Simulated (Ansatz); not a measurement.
# TeMo5: the cost of one run

Computed with Ansatz 0.2.0 (DFT PBE, scalar-relativistic, plane waves, PAW, unless a step's input says otherwise).

## Step 1: The structure to begin with

Symmetry: F-43m, No. 216, cubic system. The conventional cell has a = 7.851 Å, b = 7.851 Å, c = 7.851 Å, α = 90.00°, β = 90.00°, γ = 90.00°. Te (site symmetry -43m) has 16 Mo at 3.25 to 3.40 Å as nearest neighbours. Around Mo (site symmetry 3m) lie 9 Mo at 2.78 to 3.25 Å and 3 Te at 3.25 Å. Mo (site symmetry -43m) is surrounded by 12 Mo at 3.25 Å and 4 Te at 3.40 Å.

As a file:

```cif
data_structure
_symmetry_space_group_name_H-M 'F-43m'
_symmetry_Int_Tables_number 216
_cell_length_a 7.8507
_cell_length_b 7.8507
_cell_length_c 7.8507
_cell_angle_alpha 90.000
_cell_angle_beta 90.000
_cell_angle_gamma 90.000
_cell_volume 483.87
loop_
_atom_site_label
_atom_site_type_symbol
_atom_site_symmetry_multiplicity
_atom_site_Wyckoff_symbol
_atom_site_fract_x
_atom_site_fract_y
_atom_site_fract_z
_atom_site_occupancy
Te1 Te 4 a 0.00000 0.00000 0.00000 1
Mo1 Mo 16 e 0.62500 0.12500 0.12500 1
Mo2 Mo 4 c 0.25000 0.25000 0.25000 1
```

Recipe of the guess: species swapped into a database cell of ErCu5 (F-43m, No. 216), with Te on the Er sites and Mo on the Cu sites. Lengths come from tabulated atomic sizes and are only a guess.

## Step 2: Probe: one point on a coarse mesh

The input, input.yaml:

```yaml
crystal:
  lattice:
    - [0.0, 3.92536087, 3.92536087]
    - [3.92536087, 0.0, 3.92536087]
    - [3.92536087, 3.92536087, 0.0]
  atoms:
    - { symbol: Te, position: [0.0, 0.0, 0.0] }
    - { symbol: Mo, position: [0.375, 0.375, 0.875] }
    - { symbol: Mo, position: [0.375, 0.875, 0.375] }
    - { symbol: Mo, position: [0.875, 0.375, 0.375] }
    - { symbol: Mo, position: [0.375, 0.375, 0.375] }
    - { symbol: Mo, position: [0.75, 0.75, 0.75] }
basis:
  ecutwfc: 420
kpoints:
  mp_grid: { grid: [4, 4, 4] }
hamiltonian:
  xc: pbe
scf:
  occupations: { method: gaussian, width: 0.1 }
  lower_state_search: "off"
output:
  forces: true
  stress: true
  eigenvalues: true
```

Run with:

```bash
$ ansatz run input.yaml --threads 1 --pin off --max-ram 2560MiB --backend cpu --events-out ev --progress --plain --runs-dir out
```

Q: Estimate wall time and peak memory on 1 thread of Intel Xeon 6975P-C (Granite Rapids), shared host.

About 1.9 s, with a peak of 0.41 GiB.
